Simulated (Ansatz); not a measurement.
This script for Ansatz 0.2.0, Python API starts 6 runs on C2H5AlSi, SMILES C#C[SiH2][AlH2]. What input does the engine get in each?

Script `field_c2h5alsi.py`:
```python
import ansatz as az
import numpy as np


def main() -> None:
    geometry_ang = [
        ("C", (0.3854, 1.0721, -2.2768)),
        ("C", (0.4553, 0.792, -1.1347)),
        ("Si", (0.6089, 0.3099, 0.5917)),
        ("Al", (-0.9499, -1.2612, 1.1464)),
        ("H", (0.2316, 1.3928, -3.3204)),
        ("H", (0.4945, 1.5087, 1.4629)),
        ("H", (1.997, -0.2851, 0.8149)),
        ("H", (-1.0585, -2.64, 0.3521)),
        ("H", (-2.0758, -0.9355, 2.3469)),
    ]
    geometry = az.Crystal.molecule()
    for symbol, xyz in geometry_ang:
        geometry = geometry.atom(symbol, xyz)

    calc = geometry.calculation()
    calc = calc.basis(gaussian="def2-SVPD").functional("hf")
    calc = calc.scf(lower_state_search="off")
    calc = calc.forces()
    centre = np.mean([site.position_ang for site in geometry.cartesian_sites], axis=0)
    field = 2 * 14.399645 * 2.0 / 30.0 ** 2


    def dipole(axis, sign):
        arm = 30.0 * np.eye(3)[axis]
        pair = [{"charge": sign * 2.0, "position_ang": (centre - arm).tolist()}, {"charge": -sign * 2.0, "position_ang": (centre + arm).tolist()}]
        deck = calc.input().set(az.key.basis.gaussian.point_charges, pair)
        return np.array(az.Session.from_dict(deck).plan().execute().report["charge_distribution"]["dipole_moment_e_ang"])


    print(f"field {field:.4f} V/A")
    alpha = np.array([(dipole(axis, 1) - dipole(axis, -1)) / (2 * field) * 14.399645 for axis in range(3)])
    print("polarisability tensor (A^3)")
    print(np.array2string(alpha, precision=3, suppress_small=True))
    print(f"mean {np.trace(alpha) / 3:.3f} A^3 = {np.trace(alpha) / 3 / 0.14818471:.2f} bohr^3")


if __name__ == "__main__":
    main()
```

Run 1:
```yaml
crystal:
  periodic: [false, false, false]
  atoms:
    - { symbol: C, position_ang: [0.3854, 1.0721, -2.2768] }
    - { symbol: C, position_ang: [0.4553, 0.792, -1.1347] }
    - { symbol: Si, position_ang: [0.6089, 0.3099, 0.5917] }
    - { symbol: Al, position_ang: [-0.9499, -1.2612, 1.1464] }
    - { symbol: H, position_ang: [0.2316, 1.3928, -3.3204] }
    - { symbol: H, position_ang: [0.4945, 1.5087, 1.4629] }
    - { symbol: H, position_ang: [1.997, -0.2851, 0.8149] }
    - { symbol: H, position_ang: [-1.0585, -2.64, 0.3521] }
    - { symbol: H, position_ang: [-2.0758, -0.9355, 2.3469] }
basis:
  gaussian:
    orbitals: def2-SVPD
    point_charges:
      - { charge: 2.0, position_ang: [-29.990166666666667, -0.00514444444444442, -0.0018888888888888783] }
      - { charge: -2.0, position_ang: [30.009833333333333, -0.00514444444444442, -0.0018888888888888783] }
hamiltonian:
  xc: hf
scf:
  lower_state_search: "off"
output:
  forces: true
```

Run 2, against run 1:
```diff
-      - { charge: 2.0, position_ang: [-29.990166666666667, -0.00514444444444442, -0.0018888888888888783] }
-      - { charge: -2.0, position_ang: [30.009833333333333, -0.00514444444444442, -0.0018888888888888783] }
+      - { charge: -2.0, position_ang: [-29.990166666666667, -0.00514444444444442, -0.0018888888888888783] }
+      - { charge: 2.0, position_ang: [30.009833333333333, -0.00514444444444442, -0.0018888888888888783] }
```

Run 3, against run 1:
```diff
-      - { charge: 2.0, position_ang: [-29.990166666666667, -0.00514444444444442, -0.0018888888888888783] }
-      - { charge: -2.0, position_ang: [30.009833333333333, -0.00514444444444442, -0.0018888888888888783] }
+      - { charge: 2.0, position_ang: [0.00983333333333336, -30.005144444444444, -0.0018888888888888783] }
+      - { charge: -2.0, position_ang: [0.00983333333333336, 29.994855555555556, -0.0018888888888888783] }
```

Run 4, against run 1:
```diff
-      - { charge: 2.0, position_ang: [-29.990166666666667, -0.00514444444444442, -0.0018888888888888783] }
-      - { charge: -2.0, position_ang: [30.009833333333333, -0.00514444444444442, -0.0018888888888888783] }
+      - { charge: -2.0, position_ang: [0.00983333333333336, -30.005144444444444, -0.0018888888888888783] }
+      - { charge: 2.0, position_ang: [0.00983333333333336, 29.994855555555556, -0.0018888888888888783] }
```

Run 5, against run 1:
```diff
-      - { charge: 2.0, position_ang: [-29.990166666666667, -0.00514444444444442, -0.0018888888888888783] }
-      - { charge: -2.0, position_ang: [30.009833333333333, -0.00514444444444442, -0.0018888888888888783] }
+      - { charge: 2.0, position_ang: [0.00983333333333336, -0.00514444444444442, -30.00188888888889] }
+      - { charge: -2.0, position_ang: [0.00983333333333336, -0.00514444444444442, 29.99811111111111] }
```

Run 6, against run 1:
```diff
-      - { charge: 2.0, position_ang: [-29.990166666666667, -0.00514444444444442, -0.0018888888888888783] }
-      - { charge: -2.0, position_ang: [30.009833333333333, -0.00514444444444442, -0.0018888888888888783] }
+      - { charge: -2.0, position_ang: [0.00983333333333336, -0.00514444444444442, -30.00188888888889] }
+      - { charge: 2.0, position_ang: [0.00983333333333336, -0.00514444444444442, 29.99811111111111] }
```

```console
$ python field_c2h5alsi.py
field 0.0640 V/A
polarisability tensor (A^3)
[[10.083  0.778 -0.62 ]
 [ 0.788 10.493 -1.16 ]
 [-0.63  -1.197 13.254]]
mean 11.277 A^3 = 76.10 bohr^3
```

Caveats:
- The settings weren't tested for convergence.
- The geometry is a force-field or estimated start, not a minimum of this method, and the basis set is short of its limit. The field of two point charges is only nearly even.
- Hardware and time: 27 s on 1 thread of Arm Neoverse N1 (shared host), peak memory 0.32 GiB.
